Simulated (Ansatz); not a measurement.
# CH9B2InOSi: the cost of one run

Program: Ansatz 0.2.0, Gaussian basis. Level of theory: the settings change from run to run. These are calculated values, not measurements.

1 further run of the same task is left out (it didn't finish).

### Step 1. The relaxed structure

The geometry comes from an earlier relaxation with PBE0-D4 in a triple-zeta def2 set; it is a stationary point, not always the lowest conformer. In takes a core potential in def2 sets; no spin-orbit term is included.

SMILES `BBOC[SiH2][InH2]`, 15 atoms, charge 0, spin multiplicity 1.

Atoms are counted from 1 here; the program's logs count them from 0.

Bond lengths: B1–B2 1.671 Å, B1–H7 1.198 Å, B1–H8 1.199 Å, B2–O3 1.357 Å, B2–H9 1.211 Å, O3–C4 1.454 Å, C4–Si5 1.919 Å, C4–H10 1.092 Å, C4–H11 1.093 Å, Si5–In6 2.568 Å, Si5–H12 1.490 Å, Si5–H13 1.489 Å, In6–H14 1.729 Å, In6–H15 1.729 Å. Angles: B2–B1–H7 121.7°, B2–B1–H8 121.8°, H7–B1–H8 116.3°, B1–B2–O3 123.3°, B1–B2–H9 119.2°, O3–B2–H9 117.5°, B2–O3–C4 122.8°, O3–C4–Si5 105.5°, O3–C4–H10 108.9°, O3–C4–H11 107.3°, Si5–C4–H10 115.8°, Si5–C4–H11 110.6°, H10–C4–H11 108.4°, C4–Si5–In6 88.5°, C4–Si5–H12 109.4°, C4–Si5–H13 109.0°, In6–Si5–H12 118.2°, In6–Si5–H13 121.7° and more.

### Step 2. wB97X/def2-mTZVPP

Options: a point charge of 2.00 e beside it.

Input file in.yaml:

```yaml
crystal:
  periodic: [false, false, false]
  atoms:
    - {symbol: B, position_ang: [-2.595736, 1.045744, 0.544242]}
    - {symbol: B, position_ang: [-1.483927, -0.184294, 0.750025]}
    - {symbol: O, position_ang: [-0.157645, -0.037691, 0.502411]}
    - {symbol: C, position_ang: [0.797615, -1.123483, 0.653454]}
    - {symbol: Si, position_ang: [1.969363, -0.990936, -0.860032]}
    - {symbol: In, position_ang: [1.163519, 1.424668, -1.188941]}
    - {symbol: H, position_ang: [-3.187956, 1.193929, -0.486871]}
    - {symbol: H, position_ang: [-2.911035, 1.769879, 1.446188]}
    - {symbol: H, position_ang: [-1.865655, -1.268142, 1.130642]}
    - {symbol: H, position_ang: [0.251551, -2.064139, 0.749937]}
    - {symbol: H, position_ang: [1.347215, -0.946375, 1.581390]}
    - {symbol: H, position_ang: [1.580065, -2.007224, -1.878416]}
    - {symbol: H, position_ang: [3.360058, -1.300337, -0.425658]}
    - {symbol: H, position_ang: [1.828985, 2.683588, -0.208766]}
    - {symbol: H, position_ang: [-0.096428, 1.804813, -2.309593]}
basis:
  gaussian: {orbitals: def2-mTZVPP, point_charges: [{charge: 2.00, position_ang: [7.827, -0.164, 0.224]}]}
hamiltonian: {xc: {name: wB97X}}
output: {forces: true}
```

Launch:

```sh
> ansatz run in.yaml --threads 2 --pin off --events-out ev --progress --plain --max-ram 22528MiB --backend cpu
```

What time and memory should one allow on 2 threads of AMD EPYC 7R13, shared host?

About 15 s, with a peak of 0.84 GiB.
